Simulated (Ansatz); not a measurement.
# OF (Oxygen monofluoride) at U-wB97M-V/aug-cc-pVTZ

Aim: the electronic atomisation energy of OF (Oxygen monofluoride) at U-wB97M-V/aug-cc-pVTZ, from 3 runs. 

Program for the calculation: Ansatz 0.2.0.

38 further runs of the same task are left out: 38 set aside as unsound or not needed.

## Step 1: The molecule

The species is OF (2 atoms), meant as a doublet with charge 0. SMILES: `[O]F`. Geometry: relaxed at PBE0-D4/def2-TZVP.

Bond lengths: O1–F2 1.330 Å.

## Step 2: A single-point energy at U-wB97M-V/aug-cc-pVTZ

molecule.yaml

```yaml
crystal:
  periodic: [false, false, false]
  atoms:
    - {symbol: O, position_ang: [0.000000, 0.000000, -0.015950]}
    - {symbol: F, position_ang: [-0.000000, -0.000000, 1.314400]}
basis:
  gaussian:
    orbitals: aug-cc-pVTZ
total_charge: 0
magnetization:
  spin_polarized: true
  initial_magnetization: 1
hamiltonian:
  xc: {name: wB97M-V}
accuracy: high
output: {orbitals: {seedname: orbitals}}
```

On the command line:

```
ansatz run molecule.yaml --threads 1 --pin off --max-ram 3480MiB --events-out events.jsonl --progress --plain --runs-dir runs
```

Log:

```text
Warning: RAYON_NUM_THREADS=1 ignored (pool sized by the plan → 1); use --threads N
Functional definition: wB97M-V
  name "wB97M-V"
  parameter omega = 0.3/bohr
  parameter cx = 0.15
  parameter cx01 = 1.007
  parameter cx10 = 0.259
  parameter css00 = 0.443
  parameter css04 = -1.437
  parameter css10 = -4.535
  parameter css20 = -3.390
  parameter css43 = 4.278
  parameter cos00 = 1.000
  parameter cos10 = 1.358
  parameter cos20 = 2.924
  parameter cos21 = -8.812
  parameter cos60 = -1.390
  parameter cos61 = 9.142
  parameter b = 6.0
  parameter c = 0.01
  gx(w, u) = 1 - cx + cx01*u + cx10*w
  gss(w, u) = css00 + css04*u^4 + css10*w + css20*w^2 + css43*w^4*u^3
  gos(w, u) = cos00 + cos10*w + (cos20 + cos21*u)*w^2 + (cos60 + cos61*u)*w^6
  exchange = spin_sum(e_x_unif_sr(omega)*gx(b97_w, b97_u_x)) + cx*exact_x_sr(omega) + exact_x_lr(omega)
  correlation = spin_sum(e_c_pw_mod_same_spin*gss(b97_w, b97_u_same))
      + integral(e_c_pw_mod_opposite_spin*gos(b97_w_opposite, b97_u_opposite)) + vv10(b, c)
1299 factors; integrals over basis functions are off by at most 3.4e-9 eV
221 factors; integrals over basis functions are off by at most 2.5e-9 eV
mean field evaluation 1: about -4758.6182 eV, gradient 1.4e1 eV
mean field evaluation 2: about -4758.9083 eV, gradient 1.2e1 eV
mean field evaluation 4: about -4759.3003 eV, gradient 1.1e0 eV
mean field evaluation 8: about -4759.3638 eV, gradient 2.1e-1 eV
mean field evaluation 16: about -4759.3646 eV, gradient 2.9e-4 eV
mean field -4759.36462323 eV, -174.9034238903 hartree, gradient 6.3e-8 eV, S^2 0.753444; 0 other end points of the search recorded, 0 dependent functions left out
reference -4759.36462717 eV, -174.9034240354 hartree; 9, 8 occupied and 83, 84 virtual orbitals, 1299 factors
Total energy: -4759.36462717 eV, -174.9034240354 hartree
```

Run time: 21 s. Hardware: 1 thread of Arm Neoverse V1, shared host; peak memory 0.4 GiB.

## Step 3: The F atom, same level

job.yaml

```yaml
crystal:
  periodic: [false, false, false]
  atoms:
    - symbol: F
      position_ang: [0.000000, 0.000000, 0.000000]
basis:
  gaussian: {orbitals: aug-cc-pVTZ}
hamiltonian: {xc: {name: wB97M-V}}
accuracy: high
magnetization: {spin_polarized: true, initial_magnetization: 1}
```

On the command line:

```
ansatz run job.yaml --threads 1 --pin off --max-ram 3480MiB --events-out events.jsonl --progress --plain --runs-dir runs
```

Log, shortened:

```text
Warning: RAYON_NUM_THREADS=1 ignored (pool sized by the plan → 1); use --threads N
Functional definition: wB97M-V
  name "wB97M-V"
[...]
  gx(w, u) = 1 - cx + cx01*u + cx10*w
  gss(w, u) = css00 + css04*u^4 + css10*w + css20*w^2 + css43*w^4*u^3
  gos(w, u) = cos00 + cos10*w + (cos20 + cos21*u)*w^2 + (cos60 + cos61*u)*w^6
[...]
      + integral(e_c_pw_mod_opposite_spin*gos(b97_w_opposite, b97_u_opposite)) + vv10(b, c)
490 factors; integrals over basis functions are off by at most 2.0e-9 eV
120 factors; integrals over basis functions are off by at most 8.9e-10 eV
[...]
mean field -2714.09235478 eV, -99.7410543604 hartree, gradient 8.7e-8 eV, S^2 0.751860; 0 other end points of the search recorded, 0 dependent functions left out
reference -2714.09235807 eV, -99.7410544810 hartree; 5, 4 occupied and 41, 42 virtual orbitals, 490 factors
Total energy: -2714.09235807 eV, -99.7410544810 hartree
```

Wall time 4.2 s (1 thread of Arm Neoverse V1, shared host); peak memory 0.17 GiB.

## Step 4: The O atom

in.yaml

```yaml
crystal:
  periodic: [false, false, false]
  atoms:
    - symbol: O
      position_ang: [0.000000, 0.000000, 0.000000]
basis:
  gaussian:
    orbitals: aug-cc-pVTZ
magnetization:
  spin_polarized: true
  initial_magnetization: 2
hamiltonian:
  xc: {name: wB97M-V}
accuracy: high
```

On the command line:

```
ansatz run in.yaml --threads 1 --pin off --max-ram 3480MiB --events-out events.jsonl --progress --plain --runs-dir runs
```

Log, shortened:

```text
Warning: RAYON_NUM_THREADS=1 ignored (pool sized by the plan → 1); use --threads N
Functional definition: wB97M-V
  name "wB97M-V"
[...]
  gx(w, u) = 1 - cx + cx01*u + cx10*w
  gss(w, u) = css00 + css04*u^4 + css10*w + css20*w^2 + css43*w^4*u^3
  gos(w, u) = cos00 + cos10*w + (cos20 + cos21*u)*w^2 + (cos60 + cos61*u)*w^6
[...]
      + integral(e_c_pw_mod_opposite_spin*gos(b97_w_opposite, b97_u_opposite)) + vv10(b, c)
490 factors; integrals over basis functions are off by at most 2.0e-9 eV
136 factors; integrals over basis functions are off by at most 7.5e-10 eV
[...]
mean field -2042.89483069 eV, -75.0750003041 hartree, gradient 9.6e-9 eV, S^2 2.004407; 0 other end points of the search recorded, 0 dependent functions left out
reference -2042.89483406 eV, -75.0750004279 hartree; 5, 3 occupied and 41, 43 virtual orbitals, 490 factors
Total energy: -2042.89483406 eV, -75.0750004279 hartree
```

It took 4.2 s on 1 thread of Arm Neoverse V1, shared host; peak memory 0.17 GiB.

## Step 5: Summary of results

At U-wB97M-V/aug-cc-pVTZ:

| quantity | value |
| --- | --- |
| molecule: total energy | -174.90342 Eh |
| molecule: HOMO energy (highest over α and β) | -11.72 eV |
| molecule: LUMO energy (lowest over α and β) | -2.33 eV |
| molecule: ⟨S²⟩ | 0.753 |
| F atom: total energy | -99.74105 Eh |
| F atom: ⟨S²⟩ | 0.752 |
| O atom: total energy | -75.07500 Eh |
| O atom: ⟨S²⟩ | 2.004 |
| electronic atomisation energy | 2.377 eV |

Taking the molecule apart into free atoms costs 2.38 eV (229 kJ/mol), before zero-point energy and without spin-orbit coupling.
